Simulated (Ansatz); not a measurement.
# DyGe3P: the cost of one run

Method: DFT PBE, scalar-relativistic, plane waves, PAW; 4f electrons in the core of a trivalent norm-conserving potential, in Ansatz 0.2.0.

### 1 The structure to begin with

It takes space group P4mm (No. 99, tetragonal). Conventional cell: a = 4.250 Å, b = 4.250 Å, c = 5.387 Å, α = 90.00°, β = 90.00°, γ = 90.00°. Dy (site symmetry 4mm) is surrounded by 12 Ge at 3.07 to 3.52 Å and 4 P at 3.46 Å. Ge (site symmetry 4mm) has 1 P at 2.37 Å as nearest neighbours. Around Ge (site symmetry 2mm) lie 2 P at 2.29 Å. P (site symmetry 4mm) is surrounded by 5 Ge at 2.29 to 2.37 Å.

Structure file:

```
CELL_PARAMETERS angstrom
4.25046 0.00000 0.00000
0.00000 4.25046 0.00000
0.00000 0.00000 5.38743
ATOMIC_POSITIONS crystal
Dy 0.00000 0.00000 0.00000
Ge 0.50000 0.50000 0.12010
Ge 0.00000 0.50000 0.52090
Ge 0.50000 0.00000 0.52090
P 0.50000 0.50000 0.68000
```

Recipe of the guess: species swapped into a database cell of CeBPt3 (P4mm, No. 99), with Dy on the Ce sites, P on the B sites and Ge on the Pt sites. The dimensions are guesses.

### 2 A first look at the guess

Contents of input.yaml:

```yaml
crystal:
  lattice:
    - [4.25045581, 0.0, 0.0]
    - [0.0, 4.25045581, 0.0]
    - [0.0, 0.0, 5.3874331]
  atoms:
    - { symbol: Dy, position: [0.0, 0.0, 0.0] }
    - { symbol: Ge, position: [0.5, 0.5, 0.1201] }
    - { symbol: Ge, position: [0.0, 0.5, 0.52090001] }
    - { symbol: Ge, position: [0.5, 0.0, 0.52090001] }
    - { symbol: P, position: [0.5, 0.5, 0.68000001] }
basis:
  ecutwfc: 630
kpoints:
  mp_grid: { grid: [4, 4, 4] }
hamiltonian:
  xc: pbe
  pseudopotentials:
    kind: paw
    azcp: { Dy: "pseudopotentials/pbe/nc/lanthanide_3plus/Dy.nc.azcp" }
scf:
  occupations: { method: gaussian, width: 0.1 }
  lower_state_search: "off"
output:
  forces: true
  stress: true
  eigenvalues: true
```

Run with:

```bash
ansatz run input.yaml --threads 1 --pin off --max-ram 2560MiB --backend cpu --events-out ev --progress --plain --runs-dir out
```

**Question.** How long does this run take on 1 thread of AMD EPYC 9R45 (Zen 5), shared host, and how much memory does it need?

About 3.5 s, with a peak of 0.42 GiB.
